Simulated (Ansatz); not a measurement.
# Ta2N: how settings move the results

The task here is to estimate one member of a computed series from the others.

Program: Ansatz 0.2.0. Level of theory: DFT PBEsol, scalar-relativistic, plane waves, PAW. These are calculated values, not measurements.

3 further runs of the same task are left out: 3 for a known fault of the program. Runs told in other sessions of the task aren't counted.

## Starting point

The structure is trigonal, space group P-31m (No. 162). The conventional cell has a = 5.297 Å, b = 5.297 Å, c = 4.939 Å, α = 90.00°, β = 90.00°, γ = 120.00°. Ta (site symmetry m) is surrounded by 3 N at 2.15 to 2.16 Å. N (site symmetry 32) has 6 Ta at 2.16 Å in its first shell of neighbours. Around N (site symmetry -3m) lie 6 Ta at 2.15 Å.

As a file:

```
Ta N
1.0
     5.29657    0.00000    0.00000
    -2.64829    4.58697    0.00000
     0.00000    0.00000    4.93918
Ta N
6 3
Direct
  0.66636 0.66636 0.75362
  0.00000 0.33364 0.75362
  0.33364 0.00000 0.75362
  0.33364 0.33364 0.24638
  0.00000 0.66636 0.24638
  0.66636 0.00000 0.24638
  0.66667 0.33333 0.50000
  0.33333 0.66667 0.50000
  0.00000 0.00000 0.00000
```

The structure comes from the Materials Project (structure only); it is used as listed.

## The base run, which the others are set against

File input.yaml:

```yaml
crystal:
  lattice:
    - [5.2965720514, 0.0, 0.0]
    - [-2.6482860257, 4.5869659495, 0.0]
    - [0.0, 0.0, 4.9391825701]
  atoms:
    - { symbol: Ta, position: [0.66636167, 0.66636167, 0.75361826] }
    - { symbol: Ta, position: [0.0, 0.33363833, 0.75361826] }
    - { symbol: Ta, position: [0.33363833, 0.0, 0.75361826] }
    - { symbol: Ta, position: [0.33363833, 0.33363833, 0.24638174] }
    - { symbol: Ta, position: [0.0, 0.66636167, 0.24638174] }
    - { symbol: Ta, position: [0.66636167, 0.0, 0.24638174] }
    - { symbol: "N", position: [0.66666667, 0.33333333, 0.5] }
    - { symbol: "N", position: [0.33333333, 0.66666667, 0.5] }
    - { symbol: "N", position: [0.0, 0.0, 0.0] }
basis:
  ecutwfc: 420
kpoints:
  mp_grid: { grid: [12, 12, 8] }
hamiltonian:
  xc: pbesol
scf:
  occupations: { method: gaussian, width: 0.1 }
output:
  forces: true
  stress: true
  eigenvalues: true
  populations: true
  write_density: true
  write_potential: true
  elf: true
  volumetric_format: npy
```

Its results, from an earlier run: -6664.8772 eV/atom at zero smearing, pressure -5.29 GPa, largest force 0.137 eV/Å, no gap on the mesh, in 7 SCF cycles and 69 s.

The first run:

File input.yaml:

```yaml
crystal:
  lattice:
    - [5.2965720514, 0.0, 0.0]
    - [-2.6482860257, 4.5869659495, 0.0]
    - [0.0, 0.0, 4.9391825701]
  atoms:
    - { symbol: Ta, position: [0.66636167, 0.66636167, 0.75361826] }
    - { symbol: Ta, position: [0.0, 0.33363833, 0.75361826] }
    - { symbol: Ta, position: [0.33363833, 0.0, 0.75361826] }
    - { symbol: Ta, position: [0.33363833, 0.33363833, 0.24638174] }
    - { symbol: Ta, position: [0.0, 0.66636167, 0.24638174] }
    - { symbol: Ta, position: [0.66636167, 0.0, 0.24638174] }
    - { symbol: "N", position: [0.6666666667, 0.3333333333, 0.5] }
    - { symbol: "N", position: [0.3333333333, 0.6666666667, 0.5] }
    - { symbol: "N", position: [0.0, 0.0, 0.0] }
basis:
  ecutwfc: 420
kpoints:
  mp_grid: { grid: [1, 1, 1] }
hamiltonian:
  xc: pbesol
scf:
  occupations: { method: gaussian, width: 0.1 }
output:
  forces: true
  stress: true
  eigenvalues: true
```

Started as:

```sh
> ansatz run input.yaml --threads 2 --pin off --max-ram 5120MiB --backend cpu --events-out ev --progress --plain --runs-dir out
```

Steps of the session up to this table: K-point mesh set to 1×1×1; K-point mesh set to 3×3×2; K-point mesh set to 3×3×4; K-point mesh: 6×6×4; K-point mesh: 6×6×6; K-point mesh: 6×6×8; K-point mesh: 12×12×10; K-point mesh: 12×12×12; K-point mesh set to 18×18×14; K-point mesh: 18×18×16.

One of the session's tables, all rows but one given; the rest of the session is left out.

It belongs to the step «The sweep of the k-point mesh side by side». 

| mesh | ΔE (meV/atom) | largest change of a force component (eV/Å) |
| --- | --- | --- |
| 1×1×1 | 676 | 0.656 |
| 3×3×2 | 10.2 | 0.189 |
| 3×3×4 | 1.50 | 0.068 |
| 6×6×4 | -4.47 | 0.033 |
| 6×6×6 | -0.96 | 0.025 |
| 6×6×8 | ? | ? |
| 12×12×8 | 0.09 | 0.013 |
| 12×12×10 | 0.18 | 0.008 |
| 12×12×12 | -0.01 | 0.008 |
| 18×18×14 | 0.06 | 0.005 |
| 18×18×16 | 0.00 | 0.000 |

Q: Estimate the row for 6×6×8 from the others.

The run gave: ΔE (meV/atom): 0.20; largest change of a force component (eV/Å): 0.006. In the column «ΔE (meV/atom)» it lies between 12×12×10 (0.18) and 3×3×4 (1.50).

To keep in mind: The error changes sign along the series, since a k mesh isn't variational, and a metal needs dense meshes to resolve its Fermi surface. The final runs have no spin polarisation, so a magnetic state may lie lower.
